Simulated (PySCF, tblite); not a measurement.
# C3H7B3N radical: geometry, infrared bands and EPR parameters

What infrared bands and EPR parameters should C3H7B3N radical (`BN(B)B(C)C#[C]`) show?

Programs: tblite 0.8.0 and PySCF 2.14.0, with density-fitted response routines of our own. Each step states its level of theory. These are calculated values for one molecule in the gas phase, unless marked as measured. Atoms are numbered from 0 throughout.

### Step 1. The molecule as given

14 atoms, charge 0, multiplicity 2; geometry from: force field or distance geometry start.

Bonds of the start (Å): B0–N1 1.50, N1–B2 1.51, N1–B3 1.53, B3–C4 1.61, B3–C5 1.55, C5–C6 1.23, B0–H7 1.20, B0–H8 1.19, B2–H9 1.21, B2–H10 1.19, C4–H11 1.10, C4–H12 1.11, C4–H13 1.11.

### Step 2. Geometry optimisation with GFN2-xTB

Job settings and geometry (Å):

```
{"job": {"kind": "relax", "xc": "GFN2-xTB", "basis": "xTB"}, "charge": 0, "multiplicity": 2}
B     -1.290100     0.446200     1.175700
N     -0.689600    -0.540900     0.223400
B     -1.575600    -0.942600    -0.926400
B      0.557800     0.114900    -0.370200
C      1.940900    -0.537800     0.121200
C      0.463200     1.646900    -0.550400
C      0.382100     2.865900    -0.684600
H     -0.563000     0.998800     1.955100
H     -2.315900     0.982700     0.902500
H     -2.451500    -1.730300    -0.650300
H     -1.042400    -1.186000    -1.957100
H      2.813200    -0.020400    -0.298700
H      1.887800    -0.498300     1.225800
H      1.882600    -1.599600    -0.188300
```

On the command line:

```console
$ OMP_NUM_THREADS=1 python probes_run.py task.json out
```

The driver reads the jobs from task.json and runs them one after another.

Log:

```text
step      E/eV     max force
  0    -447.28534    3.658
  1    -447.71048    3.968
  2    -448.22641    2.456
  3    -448.35816    0.885
  4    -448.40689    0.747
  5    -448.44171    0.723
  6    -448.48767    0.573
  7    -448.51414    0.506
  8    -448.54603    0.521
  9    -448.57773    0.519
 10    -448.61486    0.611
 11    -448.64560    0.508
 12    -448.66267    0.317
 13    -448.67397    0.320
 14    -448.69182    0.423
 15    -448.71485    0.554
 16    -448.74070    0.430
 17    -448.76386    0.437
 18    -448.78869    0.409
 19    -448.81476    0.531
 20    -448.84058    0.474
 21    -448.86384    0.338
 22    -448.87717    0.282
 23    -448.88397    0.225
 24    -448.89207    0.247
 25    -448.90116    0.215
 26    -448.90572    0.340
 27    -448.91099    0.182
 28    -448.91388    0.143
 29    -448.91671    0.134
 30    -448.91918    0.154
 31    -448.92319    0.137
 32    -448.92639    0.127
 33    -448.92862    0.120
 34    -448.93107    0.146
 35    -448.93363    0.145
 36    -448.93560    0.104
 37    -448.93649    0.054
 38    -448.93695    0.051
 39    -448.93744    0.068
 40    -448.93814    0.069
 41    -448.93888    0.058
 42    -448.93948    0.056
 43    -448.93998    0.061
 44    -448.94056    0.068
 45    -448.94122    0.058
 46    -448.94181    0.057
 47    -448.94224    0.051
 48    -448.94262    0.051
 49    -448.94304    0.055
 50    -448.94344    0.047
 51    -448.94374    0.038
 52    -448.94394    0.031
 53    -448.94413    0.033
 54    -448.94431    0.035
 55    -448.94445    0.025
 56    -448.94457    0.034
 57    -448.94470    0.039
 58    -448.94488    0.048
 59    -448.94504    0.037
 60    -448.94516    0.024
 61    -448.94525    0.022
 62    -448.94536    0.030
 63    -448.94547    0.035
 64    -448.94555    0.023
 65    -448.94559    0.018
 66    -448.94562    0.016
 67    -448.94567    0.027
 68    -448.94576    0.035
 69    -448.94586    0.031
 70    -448.94598    0.031
 71    -448.94610    0.032
 72    -448.94629    0.058
 73    -448.94657    0.087
 74    -448.94694    0.094
 75    -448.94730    0.063
 76    -448.94760    0.050
 77    -448.94790    0.047
 78    -448.94831    0.070
 79    -448.94877    0.070
 80    -448.94910    0.061
 81    -448.94935    0.035
 82    -448.94958    0.034
 83    -448.94980    0.047
 84    -448.95009    0.078
 85    -448.95041    0.075
 86    -448.95069    0.086
 87    -448.95091    0.063
 88    -448.95112    0.056
 89    -448.95139    0.066
 90    -448.95195    0.109
 91    -448.95295    0.094
 92    -448.95406    0.122
 93    -448.95480    0.090
 94    -448.95614    0.073
 95    -448.95679    0.115
 96    -448.95758    0.081
 97    -448.95839    0.157
 98    -448.95959    0.106
 99    -448.96055    0.120
100    -448.96105    0.042
101    -448.96126    0.085
102    -448.96137    0.067
103    -448.96148    0.034
104    -448.96156    0.020
105    -448.96160    0.012
106    -448.96162    0.010
107    -448.96163    0.009
```

It took 0.47 s on 1 thread of Arm Neoverse V2, shared host.

Along the way: (not every step is listed)

```csv
step,energy from step 0 (eV),largest force (eV/Å)
0,0.0000,3.6576
1,-0.4251,3.9678
2,-0.9411,2.4563
3,-1.0728,0.8853
4,-1.1215,0.7470
5,-1.1564,0.7231
6,-1.2023,0.5726
7,-1.2288,0.5062
8,-1.2607,0.5209
17,-1.4785,0.4373
26,-1.6204,0.3397
35,-1.6483,0.1454
44,-1.6552,0.0677
53,-1.6588,0.0335
62,-1.6600,0.0298
71,-1.6608,0.0321
80,-1.6638,0.0611
89,-1.6660,0.0660
98,-1.6742,0.1059
102,-1.6760,0.0671
103,-1.6761,0.0341
104,-1.6762,0.0195
105,-1.6763,0.0119
106,-1.6763,0.0105
107,-1.6763,0.0091
```

Distances of close pairs at the start and the end, largest changes first:

```csv
bond,before (Å),after (Å),change (Å)
N1–B3,1.529,1.448,-0.082
N1–B2,1.506,1.425,-0.081
B0–N1,1.497,1.428,-0.069
B2–H9,1.210,1.169,-0.041
B0–H7,1.201,1.170,-0.031
B3–C4,1.606,1.578,-0.028
B3–C5,1.545,1.520,-0.025
C5–C6,1.229,1.204,-0.025
```

The final coordinates are the input of the step that follows.

### Step 3. Infrared spectrum with GFN2-xTB

Job settings and geometry (Å):

```
{"job": {"kind": "ir", "xc": "GFN2-xTB", "basis": "xTB"}, "charge": 0, "multiplicity": 2}
B     -1.619872     0.581655     1.032446
N     -0.798004    -0.090455     0.077364
B     -1.296882    -1.177004    -0.698003
B      0.561811     0.364890    -0.120070
C      1.821927    -0.584809    -0.123773
C      0.819778     1.852672    -0.294674
C      0.984434     3.038741    -0.417957
H     -1.203896     1.521896     1.591101
H     -2.685875     0.162496     1.264228
H     -2.394395    -1.542445    -0.530958
H     -0.617145    -1.677677    -1.510136
H      2.603896    -0.250664    -0.801468
H      2.260389    -0.587018     0.874879
H      1.563156    -1.612748    -0.365146
```

Log:

```text
mode    cm-1     km/mol
  1      32.7      1.20
  2      55.2      0.79
  3     123.1      2.58
  4     162.7      0.45
  5     208.6      0.30
  6     243.6      0.87
  7     252.1      0.31
  8     292.8      0.85
  9     306.6      1.54
 10     387.9      1.83
 11     433.1      1.09
 12     452.5     11.91
 13     637.2      2.28
 14     812.6     54.50
 15     838.9      4.20
 16     855.4    264.80
 17     858.4     59.14
 18     893.2      6.86
 19     927.6      2.51
 20    1023.7      6.68
 21    1107.2    118.06
 22    1165.3      1.41
 23    1216.3     97.00
 24    1271.0    377.45
 25    1303.5    451.12
 26    1366.9     10.44
 27    1462.8      3.59
 28    1473.4      4.28
 29    2199.5      1.90
 30    2624.7    157.65
 31    2636.3     68.09
 32    2661.0     56.41
 33    2671.9    236.69
 34    2999.5     13.14
 35    3037.4     12.42
 36    3041.3     17.43
```

Wall time 0.29 s (1 thread of Arm Neoverse V2, shared host).

The strongest bands and the atoms that carry them (share of the mass-weighted mode):

```csv
cm⁻¹,km/mol,atoms
855,264.8,"H8 31 %, H7 31 %, B0 23 %"
1107,118.1,"B3 67 %, C4 11 %"
1216,97.0,"B3 27 %, H9 19 %, N1 17 %, H8 13 %"
1271,377.4,"N1 29 %, B0 23 %, H7 14 %, B3 11 %"
1304,451.1,"N1 41 %, B2 28 %, B0 13 %"
2625,157.7,"H10 76 %, H9 17 %"
2636,68.1,"H7 57 %, H8 36 %"
2672,236.7,"H8 47 %, H7 24 %, H9 16 %"
```

### Step 4. EPR parameters: B3LYP/pcH-1

The job, as its differences from that of step 3:

```diff
@@ -1,2 +1,2 @@
-{"job": {"kind": "ir", "xc": "GFN2-xTB", "basis": "xTB"}, "charge": 0, "multiplicity": 2}
+{"job": {"kind": "epr", "basis": "pcH-1"}, "charge": 0, "multiplicity": 2}
 B     -1.619872     0.581655     1.032446
```

Level: UKS B3LYP, pcH-1 on B C H N, non-relativistic, mean-field spin-orbit, GIAO.

Log:

```text
UKS, coarse grid
  cycle   1  E = -247.68315799  |g| = 3.99e-01
  cycle   2  E = -247.49980553  |g| = 7.09e-01
  cycle   3  E = -247.72447616  |g| = 2.54e-01
  cycle   4  E = -247.76154333  |g| = 3.98e-02
  cycle   5  E = -247.76222705  |g| = 2.92e-02
  cycle   6  E = -247.76268941  |g| = 6.66e-03
  cycle   7  E = -247.76276440  |g| = 3.74e-03
  cycle   8  E = -247.76279267  |g| = 2.14e-03
  cycle   9  E = -247.76280959  |g| = 1.16e-03
  cycle  10  E = -247.76281593  |g| = 7.11e-04
UKS, final grid
  cycle   1  E = -247.76283494  |g| = 6.37e-04
  cycle   2  E = -247.76283665  |g| = 8.92e-04
  cycle   3  E = -247.76283742  |g| = 4.52e-04
  cycle   4  E = -247.76283862  |g| = 5.18e-04
  cycle   5  E = -247.76284302  |g| = 3.11e-04
  cycle   6  E = -247.76284410  |g| = 2.06e-04
  cycle   7  E = -247.76284475  |g| = 1.95e-04
  cycle   8  E = -247.76284547  |g| = 1.32e-04
  cycle   9  E = -247.76284581  |g| = 7.31e-05
  cycle  10  E = -247.76284593  |g| = 4.12e-05
  cycle  11  E = -247.76284595  |g| = 3.20e-05
  cycle  12  E = -247.76284595  |g| = 1.46e-05
E = -247.76284595 Eh   <S^2> = 0.7701 (exact 0.7500)
g shifts (ppm)      1          2          3
  rmc          -172       -172       -172
  gc              8         18          8
  oz_so        -235        261        651
  total        -399        107        487
hyperfine (MHz)  atom isotope    a_iso     a_fc   dipolar eigenvalues
    0   11B      -1.10      -1.10     -0.44     -0.29      0.73
    1   14N      -1.33      -1.33     -0.26     -0.04      0.30
    2   11B       0.11       0.11     -0.13     -0.11      0.24
    3   11B       9.85       9.85     -4.42     -1.98      6.40
    4   13C       2.67       2.67     -1.16     -0.67      1.83
    5   13C     131.93     131.93    -28.89    -28.19     57.08
    6   13C     912.40     912.40    -58.50    -54.65    113.15
    7    1H      -0.99      -0.99     -1.70     -1.41      3.11
    8    1H      -0.86      -0.86     -0.50     -0.46      0.97
    9    1H      -0.25      -0.25     -0.32     -0.31      0.63
   10    1H      -0.04      -0.04     -0.47     -0.38      0.84
   11    1H      -1.33      -1.33     -1.31     -0.76      2.07
   12    1H      -3.57      -3.57     -0.99     -0.60      1.59
   13    1H       3.39       3.39     -0.82     -0.44      1.26
```

Run time: 64 s. Hardware: 1 thread of Arm Neoverse V2, shared host; peak memory 0.98 GiB.

Principal g values 2.00192, 2.00243, 2.00281; g(iso) = 2.00238, against 2.00232 for a free electron.

Mean a(iso) over the nuclei that a row names, and the largest dipolar term of the row (other rows stand at the frozen geometry):

```csv
nuclei,isotope,a(iso) (MHz),"a(iso) (G, at g = 2.0023)",largest dipolar term (MHz)
C6,13C,912.4,325.6,113.1
C5,13C,131.9,47.1,57.1
B3,11B,9.8,3.5,6.4
C4,13C,2.7,1.0,1.8
N1,14N,-1.3,-0.5,0.3
"H7, H8, H9, H10",1H,-0.5,-0.2,3.1
"H11, H12, H13",1H,-0.5,-0.2,2.1
"B0, B2",11B,-0.5,-0.2,0.7
```

Mulliken spin populations:

B0 0.00; N1 0.00; B2 0.00; B3 0.03; C4 0.01; C5 -0.16; C6 1.12; H7 0.00; H8 0.00; H9 0.00; H10 0.00; H11 0.00; H12 0.00; H13 0.00

In first order the couplings over 0.8 MHz of 11B, 14N give 12 distinct lines over 11.5 G, if the averaged nuclei exchange fast.

Orbitals, density, ELF and potential are computed afterwards from the orbital file.

ELF in a plane through or near 5 of the atoms.

Ten even steps from ' ' (0.00) to '@' (1.00):
```
                                                        
                                                        
                                                        
                  ........        ::::                  
                ..::--::::      ==@@%%==                
              ..::--====--..  **@@@@@@##..              
                ::==++++++..  %%@@@@@@**::::::..        
                  ..==**++..  ==##**--++%%@@@@@@--      
                    ::--::::--==++  ****@@@@@@@@##..    
          ::----==++%%**::==####%%%%==%%@@@@@@@@==      
        ..++**##**::##%%**==######**::::++##**--        
        ::**####++**--**--  --##%%++..                  
          ::----**@@@@%%==  ..----::==##%%##::          
              ..##@@@@@@**    ......++@@@@@@**          
                **@@@@##..    ....  ::**####::          
                  ::..                                  
                                                        
                                                        
                                                        
                                                        
```
The map spans 10.9 Å across and 10.6 Å up, centred on the molecule. Atoms in the plane (x, y in Å): B0 (1.7, 0.9), C4 (-1.8, -0.6), H7 (1.3, 2.0), H8 (2.8, 0.6), H13 (-1.5, -1.7).

log10 of the density (e/Å³) in the same plane.

Ten even steps from ' ' (-4.0) to '@' (1.5):
```
                                                        
                    ....                                
              ....::::::::::..........                  
            ..::::----------::::::::::::....            
          ..::::--========------======--::::..          
          ..::--==============++++**++==----::..        
          ..::--====++++++====****##**++++==--::::..    
          ::::--====++++++++++****####******++==::::    
        ::----====++++**********####@@######**==--::..  
    ....--==++++************########********++==--::..  
    ..::--==++**########****########**++++++==--::::    
    ..::--==****##@@##****++********++++====--::::..    
    ....--==++++**####**++==++++++++++++++==--::....    
      ..::--====++**##**++======++++++++====--::..      
        ....::--====++====----==========----::..        
            ....::----::::::::::::::::::::::..          
                ..............::............            
                                                        
                                                        
                                                        
```
The map spans 10.9 Å across and 10.6 Å up, centred on the molecule. Atoms in the plane (x, y in Å): B0 (1.7, 0.9), C4 (-1.8, -0.6), H7 (1.3, 2.0), H8 (2.8, 0.6), H13 (-1.5, -1.7).

On the surface of density 0.002 e/bohr³ the electrostatic potential runs, from the 1st to the 99th percentile, from -0.55 V near C6 to 1.35 V near B3.

The spin density lies nearest to C6 83 %; C5 14 % (both signs).

### Step 5. Outcome

```
                                 quantity                  value
strongest single infrared mode (GFN2-xTB)  1304 cm⁻¹, 451 km/mol
             zero-point energy (GFN2-xTB)          60.1 kcal/mol
                           g(iso) (B3LYP)                2.00238
                                     ⟨S²⟩     0.770 (exact 0.75)
       largest a(iso) (averaged by class)   13C on C6, 912.4 MHz
    surface potential, 1st and 99th percentile     -0.55 V and 1.35 V
```

What this shows: Relaxing lowered the energy by 1.676 eV in 107 steps; the close pair that moved most is N1–B3, from 1.529 to 1.448 Å. All 36 modes are real, so the xTB geometry is a minimum. The strongest single mode, at 1304 cm⁻¹, is carried by N1, B2, B0. Unscaled tight-binding wavenumbers are off by several per cent, some by more. Its intensities can rank the bands wrongly. Most of the unpaired spin sits on C6 (1.12 e). The isotropic g lies 0.1 ppt above the free-electron value.
